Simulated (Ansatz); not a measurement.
Crystal: NiMoIrPdW.

```xyz
5
Lattice="2.7608 0.0000 0.0000 -1.3804 2.3909 0.0000 0.0000 0.0000 11.3405" Properties=species:S:1:pos:R:3 pbc="T T T"
Ni    0.0000    0.0000    8.0423
Mo    1.3804    0.7970    3.3369
Pd    1.3804    0.7970   10.1952
Ir    0.0000    0.0000    1.2025
W     1.3804    0.7970    6.0015
```

The cell was built by a generator and needn't be a form met in nature.

Base run:

| Quantity | Value |
| --- | --- |
| Program | Ansatz 0.2.0 |
| Functional | revPBE |
| Potentials or basis | all-electron LAPW, scalar-relativistic |
| Cutoff | 282 eV (chosen from the basis error) |
| Basis error allowed | 0.002 eV/atom |
| k mesh | 8 × 8 × 2 |
| Occupations | fermi-dirac, width 0.05 eV |
| Spin | collinear spin, ferromagnetic start |
| Starting moments | [1.0, 1.0, 0.0, 0.6, 0.0] μB |

Its results: pressure 2.9 GPa; net moment 0.00 μB per cell; largest force 0.309 eV/Å.

Task: The run is repeated on the same cell with these changes: functional from revPBE to PBEsol. What comes out?

Result: Pressure -8.8 GPa; net moment 0.00 μB per cell; largest force 0.219 eV/Å.

PBEsol binds more tightly than revPBE, so the same cell stands under less pressure.

Caveats: the k mesh is thin for a metal, which can move the energy by tens of meV per atom; the starting moments weren't kept.
